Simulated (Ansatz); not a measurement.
**RuCl+ (quintet): the correlation ladder, def2-SVP**

An exercise on one series of results from a longer session: the logs are not shown, and one member is left open.

Computed with Ansatz 0.2.0, Gaussian basis. Level: def2-SVP, core rule «outside noble gas», up to 9 orbitals frozen.

To be run: UHF; CCSD(T) on ROHF; CCSD(T) on UHF; CISD as a restricted active space (open shells left free, so some higher excitations enter); CCSDT(Q) on ROHF; CCSDT(Q) on UHF; CASSCF and MRCISD+Q, 14 electrons in 10 orbitals; CASSCF and NEVPT2, 14 electrons in 10 orbitals.

14 further runs of the same task are left out: 4 that didn't finish, 10 set aside as unsound or not needed. Runs told in other sessions of the task aren't counted.

### The system

The geometry is a PBE0/def2-TZVP stationary point (not a proven minimum) of the parent state, kept for this charge and spin. No spin-orbit coupling is included. Elements past krypton take def2 core potentials.

2 atoms, charge 1, spin multiplicity 5.

Atoms are counted from 1 here; the program's logs count them from 0.

Bond lengths: Ru1–Cl2 2.280 Å.

Set-up of the first run:

Contents of in.yaml:

```yaml
crystal:
  periodic: [false, false, false]
  atoms:
    - {symbol: Ru, position_ang: [0.000000, 0.000000, 0.000000]}
    - {symbol: Cl, position_ang: [0.000000, 0.000000, 2.280400]}
basis:
  gaussian: {orbitals: def2-SVP}
total_charge: 1
magnetization: {spin_polarized: true, initial_magnetization: 4}
hamiltonian: {xc: hf}
output: {orbitals: {seedname: orbitals}}
```

Run with:

```sh
$ ansatz run in.yaml --threads 1 --pin off --events-out ev --progress --plain --max-ram 2393MiB
```

Among the steps run: UHF; CCSD(T) on ROHF; CCSD(T) on UHF; CISD as a restricted active space (open shells left free, so some higher excitations enter); CCSDT(Q) on ROHF; CCSDT(Q) on UHF; CASSCF and MRCISD+Q, 14 electrons in 10 orbitals; CASSCF and NEVPT2, 14 electrons in 10 orbitals.

One table of the session follows, with a row left open; its other results are not shown here.

It belongs to the step «Misses and costs». 

| method | from RCCSDT(Q) (kJ/mol) |
| --- | --- |
| ROHF | +727.5 |
| UHF | +712.2 |
| RMP2 | +95.8 |
| UMP2 | +86.2 |
| CISD | ? |
| RCCSD | +31.6 |
| UCCSD | +26.3 |
| RCCSD(T) | +5.5 |
| UCCSD(T) | +0.3 |
| RCCSDT | +1.2 |
| UCCSDT | -4.1 |
| RCCSDT(Q) | 0 |
| UCCSDT(Q) | -8.3 |
| CASSCF valence | +668.2 |
| NEVPT2 valence | +130.4 |
| MRCISD valence | +62.0 |
| MRCISD+Q valence | +11.6 |

Estimate the missing values for CISD.

The run gave: from RCCSDT(Q) (kJ/mol): +85.1. In the column «from RCCSDT(Q) (kJ/mol)» it lies between MRCISD valence (+62.0) and UMP2 (+86.2).

Limits of these values: Restricted and unrestricted rows rest on different reference determinants; a gap between their highest levels can come from leftover correlation error, from unlike frozen cores or from another state.
